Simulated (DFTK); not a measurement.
# HfB (Fm-3m) in DFTK: reference runs

Aim: a first look at HfB with PBE, on the cell as given.

Program: DFTK 0.8.2. These are calculated values, not measurements. Logs are shortened: lines on timing, memory, paths and dates and some standing lists are left out, and cuts for length are marked.

**1. Starting point**

Symmetry: Fm-3m, No. 225, cubic system. Conventional cell: a = 4.620 Å, b = 4.620 Å, c = 4.620 Å, α = 90.00°, β = 90.00°, γ = 90.00°. Hf (site symmetry m-3m) is surrounded by 6 B at 2.31 Å. B (site symmetry m-3m) has 6 Hf at 2.31 Å as nearest neighbours.

**2. Single point, PBE**

run.jl reads:

```julia
using DFTK
using PseudoPotentialData
using Unitful, UnitfulAtomic
using LinearAlgebra, Printf
include("save.jl")
disable_threading()

# lattice vectors are the columns
lattice = austrip(1u"Å") * [           0.0           2.31           2.31;
                     2.31            0.0           2.31;
                     2.31           2.31            0.0]
symbols   = [:Hf, :B]
positions = [[0.5, 0.5, 0.5],
             [0.0, 0.0, 0.0]]
pseudopotentials = PseudoFamily("dojo.nc.sr.pbe.v0_4_1.standard.upf")
elements = Dict(s => ElementPsp(s, pseudopotentials) for s in unique(symbols))
atoms    = [elements[s] for s in symbols]

build_model(lattice, positions; symmetries=true) =
    model_DFT(lattice, atoms, positions;
              functionals=PBE(),
              temperature=austrip(0.05u"eV"),
              smearing=Smearing.FermiDirac(),
              symmetries)
Ecut  = 38.0  # hartree
kgrid = [10, 10, 10]
tol   = 1e-6
to_GPa = ustrip(uconvert(u"GPa", 1u"hartree/bohr^3"))

model = build_model(lattice, positions)
basis = PlaneWaveBasis(model; Ecut, kgrid)
display(basis)
scfres = self_consistent_field(basis;
                               tol,
                               nbandsalg=AdaptiveBands(model; n_bands_converge=12))
display(scfres.energies)
@printf "Fermi level: %.6f eV\n" ustrip(auconvert(u"eV", something(scfres.εF, NaN)))
forces = compute_forces_cart(scfres)
println("Forces (eV/Å)")
for (s, f) in zip(symbols, forces)
    @printf "%-3s %12.6f %12.6f %12.6f\n" s ustrip.(auconvert.(u"eV/Å", f))...
end
stress = compute_stresses_cart(scfres)
println("Stress (GPa)")
display(round.(stress * to_GPa; digits=4))
println("Levels at the first k-point (eV): ", round.(ustrip.(auconvert.(u"eV", scfres.eigenvalues[1][1:scfres.n_bands_converge])); digits=4))
save_scf!(scfres; forces, stress)
```

Potentials or basis: dojo.nc.sr.pbe.v0_4_1.standard.upf (PBE).

Launch:

```console
julia --threads=1 run.jl  # save.jl only writes the numbers to a file and isn't shown; printed stress counts tension as positive; times include loading and compiling
```

Output:

```text
PlaneWaveBasis discretization:

    Ecut                 : 38.0 Ha
    fft_size             : (40, 40, 40), 64000 total points
    kgrid                : MonkhorstPack([10, 10, 10])
    num.   red. kpoints  : 1000
    num. irred. kpoints  : 47

    Discretized Model(gga_x_pbe+gga_c_pbe, 3D):
        lattice (in Bohr)    : [0         , 4.36527   , 4.36527   ]
                               [4.36527   , 0         , 4.36527   ]
                               [4.36527   , 4.36527   , 0         ]
        unit cell volume     : 166.37 Bohr³

        atoms                : BHf
        pseudopot. family    : PseudoFamily("dojo.nc.sr.pbe.v0_4_1.standard.upf")

        num. electrons       : 15
        spin polarization    : none
        temperature          : 0.0018375 Ha
        smearing             : DFTK.Smearing.FermiDirac()

        terms                : Kinetic()
                               AtomicLocal()
                               AtomicNonlocal()
                               Ewald(nothing)
                               PspCorrection()
                               Hartree()
                               Xc(gga_x_pbe, gga_c_pbe)
                               Entropy()
n     Energy            log10(ΔE)   log10(Δρ)   Diag   Δtime
---   ---------------   ---------   ---------   ----   ------
  1   -59.32057696530                   -0.76    5.1    5.86s
  2   -59.36320057763       -1.37       -1.16    2.0    3.47s
  3   -59.37269639048       -2.02       -2.13    3.2    4.04s
  4   -59.37271749021       -4.68       -2.50    1.9    3.06s
  5   -59.37272771560       -4.99       -3.38    2.2    2.75s
  6   -59.37272797058       -6.59       -3.94    3.3    3.94s
  7   -59.37272797600       -8.27       -4.46    2.7    3.61s
  8   -59.37272797786       -8.73       -5.25    2.1    3.22s
  9   -59.37272797794      -10.08       -5.87    3.2    4.07s
 10   -59.37272797794      -11.63       -6.78    2.2    3.43s
Energy breakdown (in Ha):
    Kinetic             16.7444988
    AtomicLocal         -27.5690788
    AtomicNonlocal      2.8311752
    Ewald               -44.6676345
    PspCorrection       2.2840808
    Hartree             6.5978562
    Xc                  -15.5932087
    Entropy             -0.0004170

    total               -59.372727977943
Fermi level: 10.696984 eV
Forces (eV/Å)
Hf     -0.000000    -0.000000    -0.000000
B      -0.000000    -0.000000    -0.000000
Stress (GPa)
3×3 StaticArraysCore.SMatrix{3, 3, Float64, 9} with indices SOneTo(3)×SOneTo(3):
 -30.6564   -0.0       0.0
   0.0     -30.6564   -0.0
  -0.0       0.0     -30.6564
Levels at the first k-point (eV): [-49.0475, -17.5588, -17.5588, -17.5588, 1.1429, 12.9259, 12.9259, 12.9259, 14.686, 14.686, 14.686, 14.9505]
```

Wall time 98 s (1 thread of Intel Xeon Platinum 8488C (Sapphire Rapids), shared host); peak memory 1.7 GiB.

What came out:

```yaml
Free_energy: -1615.6142 eV
Pressure: 30.7 GPa
Band_gap_on_the_k_mesh: none (metal or under the smearing width)
```

Caveat: a pressure of tens of GPa on the cell as given is suspect, and the run, the potentials or the cell itself is likely at fault.
